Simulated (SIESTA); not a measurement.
Mg3Te in SIESTA: the effect of basis

Mg3Te:

```
Te Mg
1.0
    -2.13936    2.13936    5.28249
     2.13936   -2.13936    5.28249
     2.13936    2.13936   -5.28249
Te Mg
1 3
Direct
  0.00000 0.00000 0.00000
  0.25000 0.75000 0.50000
  0.75000 0.25000 0.50000
  0.50000 0.50000 0.00000
```

The cell comes from a database or a generator and needn't be the stable form of this composition.

Alike in all runs:

| Item | Value |
| --- | --- |
| Program | SIESTA 5.4.2 |
| Task | band structure |
| Functional | PBEsol |
| Potentials or basis | PseudoDojo 0.4 standard (PBEsol files) |
| Grid cutoff | 800 Ry |
| Energy shift | 0.003 Ry |
| k mesh | 9 × 9 × 9 |
| Occupations | fermi-dirac, width 0.05 eV |
| Spin | no spin polarisation |

```tsv
basis	pressure (GPa)
SZP	?
DZP	0.1
TZP	-0.2
TZDP	-0.4
```

Task: What does the run with basis SZP give?

Result: Pressure 1.7 GPa.

Caveats: the basis of atomic orbitals isn't converged, which shifts pressures, moduli and gaps.
